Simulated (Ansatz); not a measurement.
# CH2GaN: ionisation energy by level of theory

One table from this session's results is given with a row withheld; the runs are named, their logs left out.

The runs use Ansatz 0.2.0, Gaussian basis; unrestricted cation, the program's frozen cores in correlated methods.

Levels to be run: UKS PBE-D4/def2-TZVPP; UKS r2SCAN-D4/def2-TZVPP; UKS PBE0-D4/def2-TZVPP; UKS B3LYP-D4/def2-TZVPP; UKS wB97X-V/def2-TZVPP; UKS wB97M-V/def2-TZVPP; UKS B2PLYP/def2-TZVPP; UHF-CCSD(T)/def2-TZVPP; UHF-MP2/def2-QZVPP; extrapolation to the limit; then −ε(HOMO) from the neutral's earlier runs with LDA (SPW92), PBE-D4, revPBE-D4, BLYP-D4, r2SCAN-D4, B97M-V, PBE0-D4, B3LYP-D4, r2SCANh-D4, r2SCAN0-D4, HSE06-D4, BHLYP-D4, CAM-B3LYP-D4, LC-ωPBE, ωB97X-V, ωB97M-V.

**The relaxed structure**

An earlier PBE0-D4 in a triple-zeta def2 set relaxation fixed the geometry.

5 atoms, charge 0, spin multiplicity 1.

Atoms are counted from 1 here; the program's logs count them from 0.

Bond lengths: C1–N2 1.153 Å, C1–H4 1.070 Å, Ga3–H5 1.656 Å. Angles: N2–C1–H4 173.6°.

The first run:

in.yaml reads:

```yaml
crystal:
  periodic: [false, false, false]
  atoms:
    - {symbol: C, position_ang: [-0.271379, -1.078997, 0.443532]}
    - {symbol: N, position_ang: [0.557342, -0.530912, 1.028872]}
    - {symbol: Ga, position_ang: [-0.197278, 1.184506, -1.141366]}
    - {symbol: H, position_ang: [-1.028632, -1.676278, -0.020042]}
    - {symbol: H, position_ang: [0.989946, 2.027981, -0.352396]}
basis:
  gaussian: {orbitals: def2-TZVPP}
total_charge: 1
magnetization: {spin_polarized: true, initial_magnetization: 1}
hamiltonian: {xc: pbe, dispersion: d4}
```

The run is started by

```sh
ansatz run in.yaml --threads 2 --pin off --events-out ev --progress --plain --max-ram 4352MiB
```

Among the steps run: Cation, UKS PBE-D4/def2-TZVPP; Cation, UKS r2SCAN-D4/def2-TZVPP; Cation, UKS PBE0-D4/def2-TZVPP; Cation, UKS B3LYP-D4/def2-TZVPP; Cation, UKS wB97X-V/def2-TZVPP; Cation, UKS wB97M-V/def2-TZVPP; Cation, UKS B2PLYP (frozen core)/def2-TZVPP; Cation, UHF-CCSD(T)/def2-TZVPP; Cation, UHF-MP2/def2-QZVPP.

One of the session's tables, all rows but one given; the rest of the session is left out.

Orbital estimates, from the neutral's runs:

| functional | −ε(HOMO) (eV) |
| --- | --- |
| LDA (SPW92) | 5.07 |
| PBE-D4 | 4.93 |
| revPBE-D4 | 4.88 |
| BLYP-D4 | 4.83 |
| r2SCAN-D4 | 5.15 |
| B97M-V | 5.07 |
| PBE0-D4 | 5.83 |
| B3LYP-D4 | 5.70 |
| r2SCANh-D4 | 5.48 |
| r2SCAN0-D4 | 5.97 |
| HSE06-D4 | ? |
| BHLYP-D4 | 6.64 |
| CAM-B3LYP-D4 | 7.04 |
| LC-ωPBE | 8.22 |
| ωB97X-V | 7.93 |
| ωB97M-V | 7.82 |

Estimate the missing values for HSE06-D4.

**Answer.** −ε(HOMO) (eV): 5.43. In the column «−ε(HOMO) (eV)» it lies between r2SCAN-D4 (5.15) and r2SCANh-D4 (5.48).

Caveats from the session: The cation may have settled in a state other than its lowest; no search over hole states beyond the program's own was made.
